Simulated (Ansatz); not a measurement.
The system is NbSi.

```xyz
2
Lattice="0.0000 2.5738 2.5738 2.5738 0.0000 2.5738 2.5738 2.5738 0.0000" Properties=species:S:1:pos:R:3 pbc="T T T"
Nb    0.0000    0.0000    0.0000
Si    2.5738    2.5738    2.5738
```

The cell was built by a generator and needn't be a form met in nature.

Base run:

* Program: Ansatz 0.2.0
* Functional: LDA
* Potentials or basis: Ansatz PAW
* Cutoff: 420 eV
* Density cutoff: 1680 eV
* k mesh: 9 × 9 × 9
* Occupations: fermi-dirac, width 0.05 eV
* Spin: no spin polarisation
* Hubbard terms: Nb d U = 2 eV

Its results: band gap on the k mesh none (metal or under the smearing width); pressure -6.5 GPa.

Question: After a change of settings the same cell gave: band gap on the k mesh none (metal or under the smearing width); pressure -7.2 GPa. Which change was it?
A. functional from LDA to PBE; hubbard terms from Nb d U = 2 eV to none; hubbard projectors from ortho-atomic (the default) to none
B. hubbard terms from Nb d U = 2 eV to Nb d U = 5 eV
C. hubbard terms from Nb d U = 2 eV to none; hubbard projectors from ortho-atomic (the default) to none

Answer: C.

Caveats: the PAW data sets come from PBE, with cores solved anew for the run's functional, which leaves a small shift of forces and pressure; the density of states is complete only up to the lowest level of the last band computed; U without spin polarisation on a metal has little footing (some runs); the U is typed as a test and isn't derived for this compound (some runs).

Not every run made on this cell is shown here.
